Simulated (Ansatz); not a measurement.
Crystal: Ge2Sb2Te5.

```
CELL_PARAMETERS angstrom
6.83914 -3.06601 0.00000
6.83914 3.06601 0.00000
-6.83098 0.00000 6.84761
ATOMIC_POSITIONS crystal
Te 0.59470 0.59470 0.38643
Te 0.79529 0.79529 0.19611
Te 0.00832 0.00832 0.00643
Te 0.20652 0.20652 0.80980
Te 0.39996 0.39996 0.59712
Sb 0.90171 0.90171 0.58787
Sb 0.11187 0.11187 0.41735
Ge 0.28429 0.28429 0.18783
Ge 0.49734 0.49734 0.01104
```

The cell comes from a database or a generator and needn't be the stable form of this composition.

Base run:

* Program: Ansatz 0.2.0
* Functional: PBEsol
* Potentials or basis: Ansatz PAW
* Cutoff: 420 eV (not typed: the program's choice for these potentials)
* k mesh: 5 × 5 × 4
* Occupations: fermi-dirac, width 0.05 eV
* Spin: no spin polarisation

Its results: band gap on the k mesh 0.25 eV, indirect (least direct gap 0.33 eV); pressure -2.4 GPa; largest force 0.218 eV/Å.

**Question.** The run is repeated on the same cell with these changes: functional from PBEsol to r2SCAN; cutoff from 420 eV (not typed: the program's choice for these potentials) to 500 eV (not typed: the program's choice for these potentials). What comes out?

**Answer.** Band gap on the k mesh 0.26 eV, indirect (least direct gap 0.34 eV); pressure -1.0 GPa; largest force 0.299 eV/Å.

Caveats: the k mesh misses the band edges, so the gap on the mesh is wider than the one along the path; spin-orbit coupling is left out, which moves the levels of the heavy elements; the PAW data sets come from PBE, with cores solved anew for the run's functional, which leaves a small shift of forces and pressure.
